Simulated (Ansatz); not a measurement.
# NiSe2: the cost of one run

Computed with Ansatz 0.2.0 (reference: DFT, HSE06, plane waves, PAW, unless a step's input says otherwise).

5 further runs of the same task are left out: 5 that didn't finish.

## 1. The system as given

It takes space group Fm-3m (No. 225, cubic). Conventional cell: a = 6.006 Å, b = 6.006 Å, c = 6.006 Å, α = 90.00°, β = 90.00°, γ = 90.00°. Around Ni (site symmetry m-3m) lie 8 Se at 2.60 Å. Se (site symmetry -43m) is surrounded by 4 Ni at 2.60 Å.

As a file:

```
Ni Se
1.0
     0.00000    3.00283    3.00283
     3.00283    0.00000    3.00283
     3.00283    3.00283    0.00000
Ni Se
1 2
Direct
  0.00000 0.00000 0.00000
  0.25000 0.25000 0.25000
  0.75000 0.75000 0.75000
```

## 2. Reference

Input file input.yaml:

```yaml
crystal:
  lattice:
    - [0.0, 3.0028279688, 3.0028279688]
    - [3.0028279688, 0.0, 3.0028279688]
    - [3.0028279688, 3.0028279688, 0.0]
  atoms:
    - { symbol: Ni, position: [0.0, 0.0, 0.0] }
    - { symbol: Se, position: [0.25, 0.25, 0.25] }
    - { symbol: Se, position: [0.75, 0.75, 0.75] }
kpoints:
  mp_grid: { grid: [4, 4, 4] }
hamiltonian:
  xc: hse06
scf:
  occupations: { method: fermi_dirac, width: 0.02 }
  n_extra_bands: 4
output:
  forces: true
  stress: true
  eigenvalues: true
```

Started as:

```console
$ ansatz run input.yaml --threads 4 --pin off --max-ram 3686MiB --backend cpu --events-out ev --progress --plain --runs-dir out
```

What time and memory should one allow on 4 threads of an x86-64 CPU, shared host?

About 64 s, with a peak of 0.85 GiB.
